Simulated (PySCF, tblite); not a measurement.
# C₆H₈ClFO: geometry, infrared bands and NMR shifts

Aim: predict the infrared bands and NMR shifts of C₆H₈ClFO (`C[C@]1(C(=O)Cl)C[C@H](F)C1`).

The runs use tblite 0.8.0 and PySCF 2.14.0, with density-fitted response routines of our own; the level of theory stands in each step. All values are computed, except where a source is named. Atoms are numbered from 0 throughout.

### Step 1. The molecule as given

17 atoms, charge 0, multiplicity 1; geometry from: force field or distance geometry start.

Bonds of the start (Å): C0–C1 1.52, C1–C2 1.58, C2–O3 1.22, C2–Cl4 1.75, C1–C5 1.57, C5–C6 1.54, C6–F7 1.35, C6–C8 1.54, C8–C1 1.56, C0–H9 1.10, C0–H10 1.10, C0–H11 1.09, C5–H12 1.10, C5–H13 1.10, C6–H14 1.09, C8–H15 1.09, C8–H16 1.09.

### Step 2. Geometry optimisation with GFN2-xTB

What the job is given:

```
{"job": {"kind": "relax", "xc": "GFN2-xTB", "basis": "xTB"}, "charge": 0, "multiplicity": 1}
C     -0.844000     1.408500     0.183700
C     -0.389300    -0.044300     0.211700
C     -1.412900    -0.958600     0.995800
O     -1.325500    -1.251800     2.172900
Cl    -2.730800    -1.462700    -0.042600
C      1.086800    -0.187200     0.719700
C      1.564600    -0.154700    -0.747300
F      1.962500     1.057800    -1.198100
C      0.145100    -0.587400    -1.149000
H     -1.803200     1.502200    -0.354300
H     -1.010400     1.790700     1.198200
H     -0.130600     2.063300    -0.306400
H      1.307400    -1.133300     1.237600
H      1.470700     0.629600     1.343500
H      2.317600    -0.909500    -0.964500
H     -0.258000    -0.085700    -2.028500
H      0.043100    -1.664700    -1.282100
```

Started as:

```
> OMP_NUM_THREADS=1 python probes_run.py task.json out
```

This one command runs all jobs of the session in turn.

**Question.** This job is followed by: GFN2-xTB harmonic vibrations, gas phase; GIAO PBE0/pcSseg-1 NMR shielding, non-relativistic, gas phase. What will the session give for the following? strongest single infrared mode (GFN2-xTB); zero-point energy (GFN2-xTB); 13C shifts against TMS (PBE0/pcSseg-1, means over atoms taken as alike); 1H shifts against TMS (PBE0/pcSseg-1, means over atoms taken as alike); 17O shifts against H2O (PBE0/pcSseg-1); 35Cl shifts against HCl (PBE0/pcSseg-1); 19F shifts against CFCl3 (PBE0/pcSseg-1).

As calculated:

| quantity | value |
| --- | --- |
| strongest single infrared mode (GFN2-xTB) | 1828 cm⁻¹, 379 km/mol |
| zero-point energy (GFN2-xTB) | 80.8 kcal/mol |
| 13C shifts against TMS (PBE0/pcSseg-1, means over atoms taken as alike) | 190.6, 84.0, 46.8, 43.1, 29.7 ppm |
| 1H shifts against TMS (PBE0/pcSseg-1, means over atoms taken as alike) | 5.01, 3.13, 2.26, 1.67 ppm |
| 17O shifts against H2O (PBE0/pcSseg-1) | 588.6 ppm |
| 35Cl shifts against HCl (PBE0/pcSseg-1) | 406 ppm |
| 19F shifts against CFCl3 (PBE0/pcSseg-1) | -189.8 ppm |

In words: Over 92 steps the energy fell by 0.358 eV; of the close pairs, C1–C2 changed most, 1.581 to 1.498 Å. All 45 modes are real, so the xTB geometry is a minimum. The strongest single mode, at 1828 cm⁻¹, moves mainly C2 and O3. GFN2-xTB is a fitted tight-binding method: band positions and strengths are rough. Its intensities can rank the bands wrongly. The most deshielded hydrogen is H14 (hydrogen on an sp3 CH bonded to F), at 5.01 ppm: its carbon carries F, an electronegative neighbour. At PBE0/pcSseg-1: The largest span, 882 ppm, is at O3, where the paramagnetic term is -650 ppm.
